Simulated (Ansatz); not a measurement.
# ClFH12OSi4: the cost of one run

The runs use Ansatz 0.2.0, Gaussian basis; PBE0-D4/def2-SVP.

21 further runs of the same task are left out: 1 that didn't finish, 20 set aside as unsound or not needed.

### Step 1. Starting geometry

The first end: 19 atoms, charge 0, spin multiplicity 1.

Atoms are counted from 1 here; the program's logs count them from 0.

Bond lengths: Si1–Si2 2.340 Å, Si1–Si3 2.343 Å, Si1–Si4 2.343 Å, Si1–Cl5 2.097 Å, Si2–H10 1.488 Å, Si2–H11 1.486 Å, Si2–H12 1.487 Å, Si3–H13 1.489 Å, Si3–H14 1.486 Å, Si3–H15 1.487 Å, Si4–H16 1.503 Å, Si4–H17 1.486 Å, Si4–H18 1.487 Å, H6–O7 0.966 Å, O7–H19 0.960 Å, H8–F9 0.933 Å. Angles: Si2–Si1–Si3 113.8°, Si2–Si1–Si4 111.6°, Si2–Si1–Cl5 104.0°, Si3–Si1–Si4 113.3°, Si3–Si1–Cl5 107.5°, Si4–Si1–Cl5 105.7°, Si1–Si2–H10 108.6°, Si1–Si2–H11 112.0°, Si1–Si2–H12 109.0°, H10–Si2–H11 108.9°, H10–Si2–H12 109.0°, H11–Si2–H12 109.3°, Si1–Si3–H13 110.6°, Si1–Si3–H14 110.5°, Si1–Si3–H15 109.3°, H13–Si3–H14 109.0°, H13–Si3–H15 108.4°, H14–Si3–H15 109.1° and more.

Geometry (Å):

```xyz
19
charge 0, multiplicity 1
Si   -0.45490    0.46264    1.07089
Si    1.84566    0.88766    1.11178
Si   -1.67321    1.96871   -0.24789
Si   -0.90811   -1.78138    0.57316
Cl   -1.05575    0.73581    3.06152
H     0.93365   -0.46323   -1.98194
O     0.12690    0.01135   -1.74382
H     1.44938   -2.38023   -0.97346
F     1.98358   -2.10898   -1.68890
H     2.47806   -0.01987    2.10701
H     2.47743    0.66231   -0.21370
H     2.07151    2.29632    1.53022
H    -2.45132    1.24298   -1.28899
H    -0.75999    2.93393   -0.91210
H    -2.62717    2.71611    0.61440
H     0.36391   -2.51138    0.24408
H    -1.82402   -1.96477   -0.58202
H    -1.46287   -2.49843    1.75146
H    -0.51264   -0.18965   -2.43141
```

The second end:

```xyz
19
charge 0, multiplicity 1
Si   -0.6972   -0.3684    0.9845
Si    3.1157    1.1900    0.0604
Si   -1.5399    1.5808   -0.0015
Si   -1.8514   -2.3331    0.4595
Cl   -0.9484   -0.1908    3.0581
H     0.7741   -0.1588   -1.8384
O    -0.1638   -0.3683   -1.7619
H     0.7709   -0.5306    0.8196
F     2.5230    0.5463   -1.2981
H     3.4707    0.0777    0.9683
H     4.3142    1.9692   -0.3255
H     2.0759    2.0628    0.6458
H    -2.6061    1.2401   -0.9776
H    -0.4599    2.3368   -0.6886
H    -2.1236    2.4511    1.0558
H    -1.3182   -3.4651    1.2639
H    -1.7425   -2.6928   -0.9824
H    -3.2909   -2.1504    0.7850
H    -0.3024   -1.1966   -2.2267
```

### Step 2. The band at PBE0-D4/def2-SVP

File neb/in.yaml:

```yaml
crystal:
  periodic: [false, false, false]
  atoms:
    - {symbol: Si, position_ang: [-0.454903, 0.462638, 1.070891]}
    - {symbol: Si, position_ang: [1.845657, 0.887662, 1.111784]}
    - {symbol: Si, position_ang: [-1.673213, 1.968708, -0.247891]}
    - {symbol: Si, position_ang: [-0.908109, -1.781377, 0.573161]}
    - {symbol: Cl, position_ang: [-1.055751, 0.735808, 3.061517]}
    - {symbol: H, position_ang: [0.933653, -0.463229, -1.981943]}
    - {symbol: O, position_ang: [0.126901, 0.011351, -1.743817]}
    - {symbol: H, position_ang: [1.449380, -2.380227, -0.973457]}
    - {symbol: F, position_ang: [1.983580, -2.108984, -1.688904]}
    - {symbol: H, position_ang: [2.478061, -0.019873, 2.107014]}
    - {symbol: H, position_ang: [2.477428, 0.662311, -0.213700]}
    - {symbol: H, position_ang: [2.071505, 2.296317, 1.530224]}
    - {symbol: H, position_ang: [-2.451316, 1.242981, -1.288992]}
    - {symbol: H, position_ang: [-0.759986, 2.933928, -0.912099]}
    - {symbol: H, position_ang: [-2.627172, 2.716112, 0.614400]}
    - {symbol: H, position_ang: [0.363912, -2.511384, 0.244084]}
    - {symbol: H, position_ang: [-1.824023, -1.964765, -0.582018]}
    - {symbol: H, position_ang: [-1.462865, -2.498431, 1.751458]}
    - {symbol: H, position_ang: [-0.512639, -0.189646, -2.431415]}
basis:
  gaussian: {orbitals: def2-SVP}
hamiltonian: {xc: pbe0, dispersion: d4}
neb:
  images: 5
  climbing: true
  max_iterations: 40
  initial_path: idpp
  final_atoms:
    - {symbol: Si, position_ang: [-0.697181, -0.368419, 0.984517]}
    - {symbol: Si, position_ang: [3.115674, 1.189970, 0.060435]}
    - {symbol: Si, position_ang: [-1.539876, 1.580799, -0.001473]}
    - {symbol: Si, position_ang: [-1.851387, -2.333093, 0.459486]}
    - {symbol: Cl, position_ang: [-0.948391, -0.190815, 3.058060]}
    - {symbol: H, position_ang: [0.774089, -0.158775, -1.838374]}
    - {symbol: O, position_ang: [-0.163836, -0.368288, -1.761910]}
    - {symbol: H, position_ang: [0.770890, -0.530619, 0.819559]}
    - {symbol: F, position_ang: [2.523016, 0.546332, -1.298089]}
    - {symbol: H, position_ang: [3.470684, 0.077686, 0.968325]}
    - {symbol: H, position_ang: [4.314164, 1.969190, -0.325488]}
    - {symbol: H, position_ang: [2.075855, 2.062839, 0.645802]}
    - {symbol: H, position_ang: [-2.606148, 1.240145, -0.977581]}
    - {symbol: H, position_ang: [-0.459860, 2.336754, -0.688604]}
    - {symbol: H, position_ang: [-2.123552, 2.451073, 1.055805]}
    - {symbol: H, position_ang: [-1.318210, -3.465064, 1.263928]}
    - {symbol: H, position_ang: [-1.742535, -2.692794, -0.982400]}
    - {symbol: H, position_ang: [-3.290868, -2.150410, 0.784999]}
    - {symbol: H, position_ang: [-0.302428, -1.196609, -2.226697]}
```

On the command line:

```
ansatz run in.yaml --threads 5 --pin off --events-out ev --progress --plain --max-ram 66560MiB --backend cuda --devices 0, --max-vram 37GiB
```

**Question.** How long does this run take on 1 × a share of an NVIDIA H100 with 5 threads of AMD EPYC 7R13, shared host?

About 4.4 min.
